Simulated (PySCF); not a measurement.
Cl2C2BrH, in a box:

```
CELL_PARAMETERS angstrom
12.00000 0.00000 0.00000
0.00000 13.00000 0.00000
0.00000 0.00000 12.00000
ATOMIC_POSITIONS crystal
Cl 0.51639 0.35151 0.60890
C 0.54201 0.47384 0.56863
C 0.49566 0.51632 0.47707
Cl 0.41117 0.45023 0.38418
Br 0.51849 0.65573 0.43949
H 0.58673 0.51998 0.62410
```

The cell isn't the ideal one: atoms moved at random, drawn with an rms of 0.05 Å.

Program: PySCF 2.14.0. Alike in all runs: task atomic charges; potentials or basis pob-tzvp-rev2 (all-electron); no spin polarisation; cell atoms moved at random, drawn with an rms of 0.05 Å; k mesh 1 × 1 × 1; smearing fixed.

Question: Order these runs on this cell by their band gap on the k mesh, lowest first.
A. level wB97X; exxdiv ewald
B. level SCAN+D3; three-body dispersion term no
C. level PBEsol+D3(BJ); three-body dispersion term no
D. level B3LYP5+D3(OP); three-body dispersion term no; exxdiv ewald

Answer: C (4.33 eV), B (4.76 eV), D (6.04 eV), A (11.01 eV).

Caveats: this is a molecule in a periodic box at the Γ point, so its band gap is the HOMO-LUMO gap; relativity is left out, which matters for the heavier elements; the basis of atomic orbitals isn't converged, which shifts pressures, moduli and gaps.

Runs at the PBE level aren't shown here.
